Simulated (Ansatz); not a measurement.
Here is an Ansatz input file for Rb2NaGaCl6, space group Fm-3m. Write the same calculation for the Python package.

```yaml
crystal:
  lattice:
    - [0.0, 5.178904, 5.178904]
    - [5.178904, 0.0, 5.178904]
    - [5.178904, 5.178904, 0.0]
  atoms:
    - { symbol: Rb, position: [0.75, 0.75, 0.75] }
    - { symbol: Rb, position: [0.25, 0.25, 0.25] }
    - { symbol: Na, position: [0.5, 0.5, 0.5] }
    - { symbol: Ga, position: [0.0, 0.0, 0.0] }
    - { symbol: Cl, position: [0.768342, 0.231658, 0.231658] }
    - { symbol: Cl, position: [0.231658, 0.231658, 0.768342] }
    - { symbol: Cl, position: [0.231658, 0.768342, 0.768342] }
    - { symbol: Cl, position: [0.231658, 0.768342, 0.231658] }
    - { symbol: Cl, position: [0.768342, 0.231658, 0.768342] }
    - { symbol: Cl, position: [0.768342, 0.768342, 0.231658] }
kpoints:
  mp_grid: { kspacing: 0.4 }
hamiltonian:
  xc: lda
scf:
  occupations: { method: fixed }
output:
  forces: true
  stress: true
  eigenvalues: true
```

The program run on that file:
```console
$ ansatz run input.yaml --threads 1 --pin off --max-ram 3072MiB --backend cpu --events-out ev --progress --plain --runs-dir out
Engine: ansatz 0.2.0, x86_64-unknown-linux-gnu
Pseudopotentials: kind: paw
Pseudopotential: Rb, paw, valence charge 9, recommended cutoff 420 eV (normal), Rb.paw.azcp
Pseudopotential: Na, paw, valence charge 9, recommended cutoff 420 eV (normal), Na.paw.azcp
Pseudopotential: Ga, paw, valence charge 13, recommended cutoff 420 eV (normal), Ga.paw.azcp
Pseudopotential: Cl, paw, valence charge 7, recommended cutoff 420 eV (normal), Cl.paw.azcp
Functional definition: SPW92
  exchange = slater_x
  correlation = pw_c
Crystal: 10 atoms, lattice volume = 277.807 Å³
Basis set: ecut = 420 eV, 5521 PW (Γ)
Bands: 51, of which v1, the nominal top of the filled ones, is band 41 counted from 1 (40 counted from 0)
Symmetry: 48 space group operations
Space group: Fm-3m (ITA 225), of the structure as read, at distance tolerance 6.5e-5 Å
k-points: 4 of 27
Non-local potential: Rb, projectors of the file, l = 0: 3, l = 1: 2, l = 2: 2
Non-local potential: Na, projectors of the file, l = 0: 3, l = 1: 2, l = 2: 1
Non-local potential: Ga, projectors of the file, l = 0: 2, l = 1: 2, l = 2: 3, l = 3: 1
Non-local potential: Cl, projectors of the file, l = 0: 2, l = 1: 2, l = 2: 2
PAW form: soft (Blöchl's): semilocal exchange-correlation on the pseudo side does not see the compensation charge
PAW frozen core: Rb, regenerated for the run's functional, and the local potential with it (the file was generated under x = pbe(κ = 0.804, μ = 0.2195149727645171), c = pbe(β = 0.06672455060314922))
PAW frozen core: Na, regenerated for the run's functional, and the local potential with it (the file was generated under x = pbe(κ = 0.804, μ = 0.2195149727645171), c = pbe(β = 0.06672455060314922))
PAW frozen core: Ga, regenerated for the run's functional, and the local potential with it (the file was generated under x = pbe(κ = 0.804, μ = 0.2195149727645171), c = pbe(β = 0.06672455060314922))
PAW frozen core: Cl, regenerated for the run's functional, and the local potential with it (the file was generated under x = pbe(κ = 0.804, μ = 0.2195149727645171), c = pbe(β = 0.06672455060314922))
PAW one-centre angular grid: Rb, 110 points (default); XC on 64 Gauss nodes
PAW one-centre angular grid: Na, 110 points (default); XC on 64 Gauss nodes
PAW one-centre angular grid: Ga, 590 points (default); XC on 64 Gauss nodes
PAW one-centre angular grid: Cl, 110 points (default); XC on 64 Gauss nodes
Initial density: superposition of atomic densities (neutral atoms: chi_scale 0, normalization atom), corrected by the library's trained network
Initial wavefunctions: pseudopotential atomic-orbital guess
Functional: x = slater, c = lda
SCF iter   1: F=—  HF=-17795.441889 eV  |F-HF|=—  |Δ(HF+E_count)|=         —  Δρ=6.59e-3  dr2=1.21e-1  ethr=1.77e-3  ⟨swp⟩=5.2  Hψ=756  notcnv=0  defer=27
preconditioner: auto → Resta (q_TF=auto, 2.226 Å⁻¹)  ε∞=3.0  [insulator: Δε(μ)=2.329 eV  Ē_g=13.320 eV  n_scr=58 (ndim 8)  ℏωp=18.6 eV  f_vac=0.045  ε∞_Penn≈3.0]
SCF iter   2: F=—  HF=-17795.405425 eV  |F-HF|=—  |Δ(HF+E_count)|=   3.65e-2  Δρ=2.96e-3  dr2=1.87e-2  ethr=1.47e-4  ⟨swp⟩=2.5  Hψ=351  notcnv=0  defer=32
SCF iter   3: F=—  HF=-17795.400417 eV  |F-HF|=—  |Δ(HF+E_count)|=   5.01e-3  Δρ=7.53e-4  dr2=1.34e-3  ethr=2.28e-5  ⟨swp⟩=2.2  Hψ=266  notcnv=0  defer=24
automatic band count: iteration 3 solves 49 bands in place of 51: the levels show a gap, and the empty bands left out lie too high to hold charge; the band table lists the bands solved (type scf.n_extra_bands for more)
SCF iter   4: F=—  HF=-17795.400242 eV  |F-HF|=—  |Δ(HF+E_count)|=   1.74e-4  Δρ=1.01e-4  dr2=3.63e-5  ethr=1.63e-6  ⟨swp⟩=2.0  Hψ=285  notcnv=0  defer=24
SCF iter   5: F=—  HF=-17795.400069 eV  |F-HF|=—  |Δ(HF+E_count)|=   1.73e-4  Δρ=3.87e-5  dr2=5.06e-6  ethr=4.43e-8  ⟨swp⟩=2.0  Hψ=356  notcnv=0  defer=17
SCF iter   6: F=—  HF=-17795.400069 eV  |F-HF|=—  |Δ(HF+E_count)|=   1.34e-7  Δρ=1.48e-5  dr2=5.91e-7  ethr=6.17e-9  ⟨swp⟩=2.0  Hψ=349  notcnv=0  defer=17
SCF iter   7: F=-17795.400068 eV  HF=-17795.400068 eV  |F-HF|=1.78e-8  |Δ(HF+E_count)|=   4.77e-7  Δρ=4.23e-6  dr2=9.48e-8  ethr=1.22e-10  ⟨swp⟩=12.5  Hψ=1065  notcnv=0
SCF 1 converged in 7 iterations: F = -17795.400068 eV  dr2 = 9.48e-8
  greatest PAW one-centre occupation: 0.999 electrons in one spin orbital (limit 2), on the Na atom at site 2 (counted from 0), in its partial waves of l = 0
SCF converged after 7 iterations
Free energy (F): -17795.400068 eV
Harris-Foulkes:  -17795.400068 eV  (|F-HF|=1.78e-8)
Internal energy: -17795.400068 eV  (E = F + TS)
E sigma→0 (E₀):  -17795.400068 eV
Fermi energy:    1.666192 eV
--- Per-component energies (eV) ---
  E_band       = -637.393476
  E_kinetic    = 1585.011669
  E_local      = -6714.972079  (includes V_loc(G=0)·N_el)
  E_nonlocal   = 1084.548066
  E_hartree    = 2524.946854
  E_xc         = -996.869842
  E_vxc        = -1105.296881  (∫ρ·V_xc dr)
  E_paw        = -10963.691376  (= ΣΔE_a)
  E_vpaw       = -536.576876  (= ΣTr[D̂ρ^β])
  E_aug_tail   = 0.000482  (compensation charges beyond the density's cutoff)
  E_ewald      = -4317.928680
  E_core_change = 3.554839  (= ΣΔE_core)
  E_smearing   = -0.000000  (= −TS)
  E_closure    = 0.000000  (closes the sum)
  Σ components = -17795.400068   (vs F -17795.400068, Δ=0.00e0)
--- Forces (eV/Å), atoms counted from 1 ---
  atom   1  Rb    -0.00000000    -0.00000000    -0.00000000
  atom   2  Rb    -0.00000000     0.00000000     0.00000000
  atom   3  Na     0.00000000    -0.00000000    -0.00000000
  atom   4  Ga     0.00000000    -0.00000000    -0.00000000
  atom   5  Cl    -0.24491891     0.00000000     0.00000000
  atom   6  Cl    -0.00000000     0.00000000    -0.24491891
  atom   7  Cl     0.24491891    -0.00000000    -0.00000000
  atom   8  Cl    -0.00000000    -0.24491891    -0.00000000
  atom   9  Cl     0.00000000     0.24491891    -0.00000000
  atom  10  Cl    -0.00000000     0.00000000     0.24491891
  max |Σ_I F_I| component: 1.11e-16 eV/Å
--- Stress (GPa, compression-positive) ---
       -3.273167       0.000000       0.000000
       -0.000000      -3.273167       0.000000
        0.000000       0.000000      -3.273167
  P = ⅓ Tr σ = -3.2732 GPa (-32.732 kbar)
--- Band table (eV) ---
  k-point 0: bands = ["-47.4915", "-22.7151", "-22.7115", "-20.0054", "-20.0054", "-20.0054", "-12.3573", "-12.3573", "-12.0217", "-11.9700", "-11.9700", "-11.9700", "-11.2881", "-11.2881", "-11.2881", "-10.6421", "-10.6421", "-6.8484", "-6.8484", "-6.8484", "-6.8019", "-6.8019", "-6.8019", "-3.9466", "-1.3014", "-1.3014", "-1.3014", "-0.1882", "-0.1882", "-0.1882", "0.8662", "0.8662", "0.9686", "0.9686", "0.9686", "1.2021", "1.2021", "1.2021", "1.6662", "1.6662", "1.6662", "4.1101", "6.6864", "7.9630", "7.9630", "7.9630", "8.2304", "8.2345", "8.2345"]
  k-point 1: bands = ["-47.4915", "-22.7141", "-22.7123", "-20.0054", "-20.0054", "-20.0054", "-12.3609", "-12.3609", "-11.9701", "-11.9699", "-11.9699", "-11.9672", "-11.3776", "-11.2655", "-11.2655", "-10.6710", "-10.6710", "-6.8259", "-6.8259", "-6.8016", "-6.8016", "-6.7984", "-6.7791", "-3.7412", "-1.5346", "-1.0799", "-1.0799", "-0.2028", "-0.0541", "-0.0541", "0.5808", "0.5945", "0.5945", "0.7073", "0.7073", "1.0843", "1.1853", "1.1853", "1.4743", "1.4743", "1.5235", "4.8536", "7.4347", "7.6928", "8.5840", "8.7550", "8.7550", "8.9723", "8.9723"]
  k-point 2: bands = ["-47.4915", "-22.7141", "-22.7123", "-20.0054", "-20.0054", "-20.0054", "-12.3705", "-12.3567", "-11.9699", "-11.9699", "-11.9699", "-11.9543", "-11.3036", "-11.3006", "-11.3006", "-10.7340", "-10.6382", "-6.8159", "-6.8159", "-6.7957", "-6.7920", "-6.7920", "-6.7814", "-3.6863", "-1.2185", "-1.2185", "-1.1559", "-0.3750", "0.0884", "0.0884", "0.2314", "0.5671", "0.7930", "0.7930", "0.8147", "0.8611", "1.0845", "1.0845", "1.2361", "1.2361", "1.6532", "5.0378", "7.7939", "8.5754", "8.6713", "8.6713", "8.9714", "9.0471", "9.1371"]
  k-point 3: bands = ["-47.4915", "-22.7132", "-22.7132", "-20.0054", "-20.0054", "-20.0054", "-12.3688", "-12.3605", "-11.9699", "-11.9699", "-11.9699", "-11.9324", "-11.3546", "-11.3016", "-11.2723", "-10.7177", "-10.6685", "-6.8037", "-6.8026", "-6.7913", "-6.7895", "-6.7835", "-6.7834", "-3.6050", "-1.3952", "-1.1073", "-1.0191", "-0.2291", "-0.0959", "0.1093", "0.2416", "0.4370", "0.6930", "0.7526", "0.7781", "0.7913", "0.9695", "1.1264", "1.1908", "1.3078", "1.4913", "5.3068", "8.0134", "8.5875", "8.6921", "9.3036", "9.3797", "9.6239", "9.6466"]
```

`run_deck.py`
```python
"""Single point of Rb2NaGaCl6 through the engine session."""

import ansatz as az
import pandas as pd


def main() -> None:
    inputs = {
        "crystal": {
            "lattice": [
                [0.0, 5.178904, 5.178904],
                [5.178904, 0.0, 5.178904],
                [5.178904, 5.178904, 0.0],
            ],
            "atoms": [
                {"symbol": "Rb", "position": [0.75, 0.75, 0.75]},
                {"symbol": "Rb", "position": [0.25, 0.25, 0.25]},
                {"symbol": "Na", "position": [0.5, 0.5, 0.5]},
                {"symbol": "Ga", "position": [0.0, 0.0, 0.0]},
                {"symbol": "Cl", "position": [0.768342, 0.231658, 0.231658]},
                {"symbol": "Cl", "position": [0.231658, 0.231658, 0.768342]},
                {"symbol": "Cl", "position": [0.231658, 0.768342, 0.768342]},
                {"symbol": "Cl", "position": [0.231658, 0.768342, 0.231658]},
                {"symbol": "Cl", "position": [0.768342, 0.231658, 0.768342]},
                {"symbol": "Cl", "position": [0.768342, 0.768342, 0.231658]},
            ],
        },
        "kpoints": {"mp_grid": {"kspacing": 0.4}},
        "hamiltonian": {"xc": "lda"},
        "scf": {"occupations": {"method": "fixed"}},
        "output": {"forces": True, "stress": True, "eigenvalues": True},
    }

    planned = az.Session.from_dict(inputs).plan(threads=1, pin="off")
    out = planned.execute()
    report = out.report

    print("%-22s %14.5f eV" % ("F = E - TS", report["free_energy_ev"]))
    print("%-22s %14.5f eV" % ("E", report["internal_energy_ev"]))
    print("%-22s %14.5f eV" % ("Harris-Foulkes", report["harris_foulkes_ev"]))
    print("%-22s %14.5f eV" % ("Fermi level", report["fermi_energy_ev"]))

    edges = report.get("band_edges_ev")
    if edges:
        print(f"band edges on the mesh: {edges[0]:.3f} and {edges[1]:.3f} eV, gap {edges[1] - edges[0]:.3f} eV")
    else:
        print("no band edges reported (a metal, or a gap too narrow for this smearing); Fermi level", round(report["fermi_energy_ev"], 3), "eV")

    print("band  energy (eV)  occupation (first spin channel), at k =", report["kpoints_frac"][0])
    for band, (e, occ) in enumerate(zip(report["eigenvalues_ev"][0], report["occupations"][0]), start=1):
        print(f"{band:4d} {e:12.4f} {occ:9.4f}")

    # forces in eV per angstrom
    table = pd.DataFrame(report["forces_ev_ang"], columns=["fx", "fy", "fz"])
    table.insert(0, "atom", [site["symbol"] for site in report["lattice"]["sites"]])
    print(table.round(4).to_string())

    print("doubts on the final state:", report["published_state_doubts"] or "none")
    print("warnings:", sorted({n["data"]["kind"] for n in out.notices if n["data"].get("severity") in ("warning", "doubt")}) or "none")

    print("energy terms (eV)")
    for term, value in report["components"].items():
        if abs(value) > 1e-9:
            print(f"  {term:26s} {value:16.5f}")


if __name__ == "__main__":
    main()
```

```console
$ python run_deck.py
DeckWarning: basis.ecutwfc = 420 eV, auto-derived from the records' recommended cutoffs: set by Rb (normal level)
F = E - TS               -17795.40007 eV
E                        -17795.40007 eV
Harris-Foulkes           -17795.40007 eV
Fermi level                   1.66619 eV
band edges on the mesh: 1.666 and 4.110 eV, gap 2.444 eV
band  energy (eV)  occupation (first spin channel), at k = [0.0, 0.0, 0.0]
   1     -47.4915    2.0000
   2     -22.7151    2.0000
   3     -22.7115    2.0000
   4     -20.0054    2.0000
   5     -20.0054    2.0000
   6     -20.0054    2.0000
   7     -12.3573    2.0000
   8     -12.3573    2.0000
   9     -12.0217    2.0000
  10     -11.9700    2.0000
  11     -11.9700    2.0000
  12     -11.9700    2.0000
  13     -11.2881    2.0000
  14     -11.2881    2.0000
  15     -11.2881    2.0000
  16     -10.6421    2.0000
  17     -10.6421    2.0000
  18      -6.8484    2.0000
  19      -6.8484    2.0000
  20      -6.8484    2.0000
  21      -6.8019    2.0000
  22      -6.8019    2.0000
  23      -6.8019    2.0000
  24      -3.9466    2.0000
  25      -1.3014    2.0000
  26      -1.3014    2.0000
  27      -1.3014    2.0000
  28      -0.1882    2.0000
  29      -0.1882    2.0000
  30      -0.1882    2.0000
  31       0.8662    2.0000
  32       0.8662    2.0000
  33       0.9686    2.0000
  34       0.9686    2.0000
  35       0.9686    2.0000
  36       1.2021    2.0000
  37       1.2021    2.0000
  38       1.2021    2.0000
  39       1.6662    2.0000
  40       1.6662    2.0000
  41       1.6662    2.0000
  42       4.1101    0.0000
  43       6.6864    0.0000
  44       7.9630    0.0000
  45       7.9630    0.0000
  46       7.9630    0.0000
  47       8.2304    0.0000
  48       8.2345    0.0000
  49       8.2345    0.0000
  atom      fx      fy      fz
0   Rb -0.0000 -0.0000 -0.0000
1   Rb -0.0000  0.0000  0.0000
2   Na  0.0000 -0.0000 -0.0000
3   Ga  0.0000 -0.0000 -0.0000
4   Cl -0.2449  0.0000  0.0000
5   Cl -0.0000  0.0000 -0.2449
6   Cl  0.2449 -0.0000 -0.0000
7   Cl -0.0000 -0.2449 -0.0000
8   Cl  0.0000  0.2449 -0.0000
9   Cl -0.0000  0.0000  0.2449
doubts on the final state: none
warnings: none
energy terms (eV)
  e_band                           -637.39348
  e_kinetic                        1585.01167
  e_local                         -6714.97208
  e_nonlocal                       1084.54807
  e_hartree                        2524.94685
  e_xc                             -996.86984
  e_vxc                           -1105.29688
  e_paw                          -10963.69138
  e_vpaw                           -536.57688
  e_augmentation_tail                 0.00048
  e_ewald                         -4317.92868
  e_core_change                       3.55484
```
(Warnings from the package without file and line, repeats left out.)

Notes:
- Absolute energies stand on the zero of these potentials, so only differences at equal settings mean something. A total without «per atom» is that of the cell as typed.
- Along an axis with an odd division the mesh misses the point at one half; a gap read on a finite mesh is an upper bound on this functional's gap.
- Semilocal gaps usually lie well under measured ones.
- The energy terms are those on the plane-wave grid, with the one-centre PAW part apart; e_band, e_vxc and e_vpaw aren't summands of the total.
- Under fixed occupations the level called the Fermi level is the highest filled one on the SCF mesh; off the mesh a filled band can lie a little above it.
- An absolute Fermi energy rests on an arbitrary zero of the periodic potential and has no direct meaning.
- This cell is a computed structure, which may not be the phase found in nature.
- Gaps and levels are Kohn-Sham values on a finite set of k-points, without spin-orbit coupling.
- Timing: 4.3 s on 1 thread of AMD EPYC 7R43 64-Core Processor (Zen 3), on a shared host, peak memory 0.59 GiB.

(Lines on the test bed's own set-up are left out of the output.)
